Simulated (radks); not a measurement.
**Xe²⁺ in [Kr] 4d10 5s1.75 5p4 4f0.25: an all-electron calculation**

An exercise on one series of results from a longer session: the logs are not shown, and one member is left open.

The numbers are computed with radks (a radial shooting solver on a logarithmic mesh, Libxc functionals) version 1 (scalar-relativistic Kohn-Sham, XLYP, spin-unpolarised, spherical densities, finite nucleus), except any that are marked as measured or tabulated.

## The system

- element: xenon (Z = 54)
- charge: +2
- electrons: 52
- configuration: [Kr] 4d10 5s1.75 5p4 4f0.25
- nuclear rms radius: 4.7859 fm

The first run:

Settings of this run:

```text
Z 54
configuration [Kr] 4d10 5s1.75 5p4 4f0.25 6s0 5d0 6p0 5f0
relativity scalar-relativistic
functional xlyp
spin unpolarised
nucleus finite rms 4.7859 fm
c 137.035999084
```

One of the session's tables, all rows but one given; the rest of the session is left out.

It belongs to the step «Shells». Radial moments (bohr):

```
level      <r>  outermost maximum (interpolated)  90 % within  nodes
   1s  0.02666                            0.0172       0.0480      0
   2s   0.1146                            0.0970        0.177      1
   2p   0.1003                            0.0778        0.163      0
   3s   0.3064                             0.279        0.450      2
   3p   0.3044                             0.273        0.457      1
   3d        ?                                 ?            ?      ?
   4s   0.7164                             0.661         1.03      3
   4p   0.7645                             0.693         1.12      2
   4d   0.8746                             0.748         1.33      1
   5s    1.778                              1.59         2.56      4
   5p    2.085                              1.82         3.05      3
   5d    3.156                              2.63         4.75      2
   6s    4.214                              3.91         5.97      5
   6p    5.013                              4.65         7.12      4
   4f    3.403                              2.08         6.11      0
```

**Question.** Estimate the row for 3d.

As computed: <r>: 0.2809; outermost maximum (interpolated): 0.226; 90 % within: 0.441; nodes: 0. In the column «<r>» it lies between 2s (0.1146) and 3p (0.3044).
